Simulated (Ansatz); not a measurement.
**C₂H₃ClO₂Zr: one species, many methods**

An exercise on one series of results from a longer session: the logs are not shown, and one member is left open.

Program: Ansatz 0.2.0, Gaussian basis. Level of theory: functionals in def2-TZVPP, the program's frozen cores in correlated methods. These are calculated values, not measurements.

Levels to be run: LDA (SPW92), PBE-D4, revPBE-D4, BLYP-D4, r2SCAN-D4, B97M-V, PBE0-D4, B3LYP-D4, r2SCANh-D4, r2SCAN0-D4, HSE06-D4, BHLYP-D4, CAM-B3LYP-D4, LC-ωPBE, ωB97X-V, ωB97M-V, B2PLYP, PBE-QIDH; CCSD(T)/def2-SVP; CCSD(T)/def2-TZVPP; MP2/def2-QZVPP; extrapolation to the limit; RPA on PBE.

2 further runs of the same task are left out: 1 for a known fault of the program, 1 set aside as unsound or not needed.

### The relaxed structure

The geometry comes from an earlier relaxation with PBE0-D4 in a triple-zeta def2 set; it is a stationary point, not always the lowest conformer. Zr takes the def2 core potential; no spin-orbit term is included.

SMILES `C#[C][Zr]([OH])([OH])[Cl]`, 9 atoms, charge 0, spin multiplicity 1.

Atoms are counted from 1 here; the program's logs count them from 0.

Bond lengths: C1–C2 1.215 Å, C1–H7 1.067 Å, C2–Zr3 2.192 Å, Zr3–O4 1.898 Å, Zr3–O5 1.898 Å, Zr3–Cl6 2.362 Å, O4–H8 0.953 Å, O5–H9 0.953 Å. Angles: C2–C1–H7 179.8°, C1–C2–Zr3 178.9°, C2–Zr3–O4 107.5°, C2–Zr3–O5 107.5°, C2–Zr3–Cl6 109.8°, O4–Zr3–O5 111.8°, O4–Zr3–Cl6 110.2°, O5–Zr3–Cl6 110.1°, Zr3–O4–H8 169.1°, Zr3–O5–H9 168.8°.

Geometry (Å):

```csv
atom,x (Å),y (Å),z (Å)
C1,2.3968,-0.3649,-1.2684
C2,1.3174,-0.1205,-0.7667
Zr3,-0.6339,0.3521,0.1134
O4,-1.7607,-1.1501,-0.1606
O5,-0.3573,0.6977,1.9589
Cl6,-1.5465,2.2576,-0.9436
H7,3.3443,-0.5773,-1.7108
H8,-2.3847,-1.8699,-0.1309
H9,-0.3753,0.7753,2.9087
```

The first run:

Contents of in.yaml:

```yaml
crystal:
  periodic: [false, false, false]
  atoms:
    - {symbol: C, position_ang: [2.396785, -0.364935, -1.268427]}
    - {symbol: C, position_ang: [1.317418, -0.120540, -0.766699]}
    - {symbol: Zr, position_ang: [-0.633891, 0.352104, 0.113376]}
    - {symbol: O, position_ang: [-1.760745, -1.150105, -0.160578]}
    - {symbol: O, position_ang: [-0.357340, 0.697727, 1.958923]}
    - {symbol: Cl, position_ang: [-1.546545, 2.257626, -0.943586]}
    - {symbol: H, position_ang: [3.344343, -0.577274, -1.710792]}
    - {symbol: H, position_ang: [-2.384740, -1.869884, -0.130888]}
    - {symbol: H, position_ang: [-0.375266, 0.775280, 2.908672]}
basis:
  gaussian: {orbitals: def2-TZVPP}
hamiltonian: {xc: lda}
output: {orbitals: {seedname: orbitals}}
```

On the command line:

```console
$ ansatz run in.yaml --threads 2 --pin off --events-out ev --progress --plain --max-ram 32768MiB --backend cpu
```

Among the steps run: LDA; PBE-D4 (GGA); revPBE-D4 (GGA); BLYP-D4 (GGA); r2SCAN-D4 (meta-GGA); B97M-V (meta-GGA); B3LYP-D4 (hybrid); r2SCANh-D4 (hybrid); r2SCAN0-D4 (hybrid); HSE06-D4 (hybrid); BHLYP-D4 (hybrid); CAM-B3LYP-D4 (range-separated); LC-ωPBE (range-separated); ωB97X-V (range-separated); ωB97M-V (range-separated); B2PLYP (double hybrid); PBE-QIDH (double hybrid).

One of the session's tables, all rows but one given; the rest of the session is left out.

It belongs to the step «Frontier levels by functional». 

```
  functional  HOMO (eV)  LUMO (eV)  gap (eV)
 LDA (SPW92)      -7.00      -2.61      4.39
      PBE-D4      -6.79      -2.37      4.42
   revPBE-D4      -6.71      -2.27      4.45
     BLYP-D4          ?          ?         ?
   r2SCAN-D4      -7.05      -2.22      4.83
      B97M-V      -7.00      -2.17      4.82
     PBE0-D4      -8.01      -1.57      6.44
    B3LYP-D4      -7.74      -1.77      5.97
  r2SCANh-D4      -7.50      -1.92      5.58
  r2SCAN0-D4      -8.18      -1.48      6.71
    HSE06-D4      -7.60      -1.94      5.66
    BHLYP-D4      -9.03      -0.62      8.41
CAM-B3LYP-D4      -9.33      -0.50      8.83
     LC-ωPBE     -10.77       0.65     11.43
     ωB97X-V     -10.36       0.55     10.91
     ωB97M-V     -10.23       0.45     10.69
```

Estimate the missing values for BLYP-D4.

Worked estimate for «HOMO (eV)». Against the share of exact exchange, B3LYP-D4 (0.2, -7.74), BHLYP-D4 (0.5, -9.03) give a slope of -4.30 per unit share; at 0 the line stands at -6.88.

As computed: HOMO (eV): -6.61; LUMO (eV): -2.24; gap (eV): 4.37. In «HOMO (eV)» the line misses by -0.27.
